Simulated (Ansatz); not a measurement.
# Ni: single point with PBE

Ni, a sheet with vacuum:

```
Ni
1.0
     2.25911    0.00000    0.00000
     0.00000    2.25911    0.00000
     0.00000    0.00000   23.80000
Ni
1
Direct
  0.50000 0.50000 0.29412
```

The cell was built by a generator and needn't be a form met in nature.

- Program: Ansatz 0.2.0
- Task: single point
- Functional: PBE
- Potentials or basis: all-electron LAPW, scalar-relativistic
- Cutoff: 389 eV (chosen from the basis error)
- Basis error allowed: 0.001 eV/atom
- k mesh: 12 × 12 × 1
- Occupations: fermi-dirac, width 0.05 eV
- Spin: collinear spin, ferromagnetic start
- Starting moments: [1.0] μB

```
Band gap on the k mesh : none (metal or under the smearing width)
Net moment             : 0.88 μB per cell
Absolute moment        : 0.96 μB per cell
Site moments           : Ni +0.92 μB
Work function          : 5.25 eV
```

Levels at points of the mesh, in eV from the Fermi level:
Spin up:
```csv
k point,band 5,band 6,band 7,band 8,band 9,band 10,band 11,band 12,band 13,band 14
"(0.00, 0.00, 0.00)",-5.95,-3.87,-2.01,-0.87,-0.87,-0.65,0.75,4.86,5.33,5.44
"(0.00, -0.50, 0.00)",-3.47,-3.03,-1.74,-0.98,-0.71,1.36,5.44,7.77,10.19,11.87
"(-0.50, -0.50, 0.00)",-4.43,-2.37,-2.37,-0.62,0.42,8.31,8.31,13.37,14.30,15.02
```
Spin down:
| k point | band 5 | band 6 | band 7 | band 8 | band 9 | band 10 | band 11 | band 12 |
| --- | --- | --- | --- | --- | --- | --- | --- | --- |
| (0.00, 0.00, 0.00) | -5.85 | -3.25 | -1.55 | 0.29 | 0.29 | 0.64 | 0.70 | 4.82 |
| (0.00, -0.50, 0.00) | -2.92 | -2.12 | -0.53 | -0.41 | 0.47 | 1.36 | 5.79 | 7.79 |
| (-0.50, -0.50, 0.00) | -3.55 | -1.35 | -1.35 | -0.01 | 1.21 | 8.42 | 8.42 | 13.61 |

It took 31 s on 2 threads of AMD EPYC 7R43 64-Core Processor (Zen 3), on a shared host, peak memory 0.68 GiB.
